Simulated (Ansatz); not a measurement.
MoIr4: relaxation of cell and atoms with PBEsol

The system is MoIr4.

```
Ir Mo
1.0
     1.37422    0.79341   11.30610
    -1.37422    0.79341   11.30610
     0.00000   -1.58681   11.30610
Ir Mo
4 1
Direct
  0.60030 0.60030 0.60030
  0.19932 0.19932 0.19932
  0.80068 0.80068 0.80068
  0.39970 0.39970 0.39970
  0.00000 0.00000 0.00000
```

The cell comes from a database or a generator and needn't be the stable form of this composition.

```json
{"Program": "Ansatz 0.2.0", "Task": "relaxation of cell and atoms", "Functional": "PBEsol", "Potentials or basis": "PseudoDojo stringent (PBEsol files)", "Cutoff": "1088 eV", "Density cutoff": "4354 eV", "k mesh": "11 × 11 × 11", "Occupations": "fermi-dirac, width 0.05 eV", "Spin": "no spin polarisation"}
```

```yaml
Relaxed_volume: 14.25 Å³/atom
Relaxed_cell: a = 11.271 Å, b = 11.271 Å, c = 11.271 Å, α = 13.84°, β = 13.84°, γ = 13.84°
Space_group_after_relaxing_to_0.05_Å: R-3m (No. 166)
Energy_gained_by_relaxing: 21.6 meV/atom
Ionic_steps: 5
Pressure_after_relaxing: 0.0 GPa
Band_gap_on_the_k_mesh: none (metal or under the smearing width)
```

Step by step:
```csv
step,energy change (eV),largest force (eV/Å),volume (Å³)
1,0.0000,0.0482,73.96
2,-0.1052,0.0076,71.69
3,-0.1081,0.0029,71.23
4,-0.1081,0.0011,71.26
5,-0.1078,0.0011,71.26
```

Final structure:
```xyz
5
Lattice="1.3576 0.7838 11.1616 -1.3576 0.7838 11.1616 0.0000 -1.5676 11.1616" Properties=species:S:1:pos:R:3 pbc="T T T"
Ir    0.0000    0.0000   20.0991
Ir    0.0000    0.0000    6.6753
Ir    0.0000    0.0000   26.8094
Ir    0.0000    0.0000   13.3856
Mo    0.0000    0.0000    0.0000
```

Levels at points of the mesh, in eV from the Fermi level:
| k point | band 38 | band 39 | band 40 | band 41 | band 42 | band 43 |
| --- | --- | --- | --- | --- | --- | --- |
| (0.00, 0.00, 0.00) | -1.71 | -1.56 | -1.41 | -1.08 | -1.08 | -1.06 |

It took 5.9 min on 2 threads of Arm Neoverse V1, with other jobs on the host, peak memory 1.4 GiB.

Caveat: the plane-wave basis is chosen anew once the cell has moved, so the energies of steps on either side of that aren't comparable. Spin-orbit coupling is left out, which matters for the levels of Ir.
